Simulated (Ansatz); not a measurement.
# CH5BIN: rigid torsion scan, by script

Wanted for CH5BIN: a rigid torsion scan. SMILES: NCBI.

All numbers are computed with the Python package of Ansatz 0.2.0. Level of theory: r2SCAN0/def2-SVP.

**1. The structure**

Bond lengths: N1–C2 1.394 Å, C2–B3 1.586 Å, B3–I4 2.127 Å, N1–H5 1.060 Å, N1–H6 1.094 Å, C2–H7 1.140 Å, C2–H8 1.074 Å, B3–H9 1.212 Å. Angles: N1–C2–B3 108.5°, N1–C2–H7 110.4°, N1–C2–H8 111.7°, B3–C2–H7 109.8°, B3–C2–H8 108.7°, H7–C2–H8 107.7°, C2–N1–H5 112.7°, C2–N1–H6 110.2°, H5–N1–H6 103.2°, C2–B3–I4 123.4°, C2–B3–H9 116.4°, I4–B3–H9 120.1°.

No structure file is read: the coordinates are typed or built in the script.

**2. The script**

torsion_ch5bin.py

```python
# -*- coding: utf-8 -*-
import logging
import sys

import ansatz as az
from ase import Atoms

logging.basicConfig(stream=sys.stdout, format="%(name)s: %(message)s")
log = logging.getLogger("calc")
log.setLevel(logging.INFO)

atoms = Atoms(["N", "C", "B", "I", "H", "H", "H", "H", "H"], positions=[
    (-0.749, 0.9642, -0.1129),
    (0.0494, 0.0365, 0.5551),
    (0.6176, -0.9954, -0.5068),
    (-0.6163, -2.2873, -1.6615),
    (-0.1836, 1.6469, -0.6948),
    (-1.2586, 1.6117, 0.6067),
    (0.9119, 0.5618, 1.0831),
    (-0.507, -0.5056, 1.2974),
    (1.824, -1.0791, -0.5834),
])

first = (
    az.Crystal.molecule_from_ase(atoms).calculation()
    .basis(gaussian="def2-SVP")
    .functional("R2SCAN0")
    .relax(force_tolerance=0.02, max_steps=80)
)
atoms.positions = first.run(threads=1).report["positions_ang"]

start = atoms.get_dihedral(2, 1, 0, 4)
energies = {}
for turn in range(0, 360, 40):
    turned = atoms.copy()
    turned.set_dihedral(2, 1, 0, 4, start + turn, indices=[0, 4, 5])
    calc = az.Crystal.molecule_from_ase(turned).calculation()
    calc = calc.basis(gaussian="def2-SVP")
    calc = calc.functional("R2SCAN0")
    energies[round((start + turn) % 360)] = calc.run(threads=1).report["free_energy_ev"]
floor = min(energies.values())
log.info("dihedral B2-C1-N0-H4 (deg)   E - E(min) (eV)")
for angle, e in sorted(energies.items()):
    log.info(f"{angle:8d} {(e - floor):14.3f}  " + "#" * int(30 * (e - floor) / max(max(energies.values()) - floor, 1e-9)))
```

**3. The calls as engine input**

The package turns the script's settings into the engine's input (first run):

```yaml
crystal:
  periodic: [false, false, false]
  atoms:
    - { symbol: "N", position_ang: [-0.749, 0.9642, -0.1129] }
    - { symbol: C, position_ang: [0.0494, 0.0365, 0.5551] }
    - { symbol: B, position_ang: [0.6176, -0.9954, -0.5068] }
    - { symbol: I, position_ang: [-0.6163, -2.2873, -1.6615] }
    - { symbol: H, position_ang: [-0.1836, 1.6469, -0.6948] }
    - { symbol: H, position_ang: [-1.2586, 1.6117, 0.6067] }
    - { symbol: H, position_ang: [0.9119, 0.5618, 1.0831] }
    - { symbol: H, position_ang: [-0.507, -0.5056, 1.2974] }
    - { symbol: H, position_ang: [1.824, -1.0791, -0.5834] }
basis:
  gaussian:
    orbitals: def2-SVP
hamiltonian:
  xc: r2scan0
relax:
  f_tol: 0.02
  max_steps: 80
```

**4. Launch**

Run with:

```console
> python torsion_ch5bin.py
```

Without the output at hand: what should come out? Wanted: range of energy; lowest point, turn.

The runs gave:

```
              quantity     value
         runs compared         9
       range of energy  0.215 eV
lowest point, turn (°)         0
```

The lowest point lies at a turn of 0°, the highest 0.215 eV (20.8 kJ/mol) above it at 280°. The grid can miss the true lowest and highest points, and the rest of the molecule is held rigid. Run 0: After 13 moves the largest shift is 1.174 Å, of atom 4 (I). So large a move can change the bonding: the results belong to the relaxed structure. The scan is rigid and the energies are electronic, in a modest basis. With rigid groups the curve can differ much from the relaxed path, the start wasn't checked as a minimum of this torsion, and equivalent turns needn't return to the same energy. def2 sets replace the cores of elements past krypton by effective core potentials.
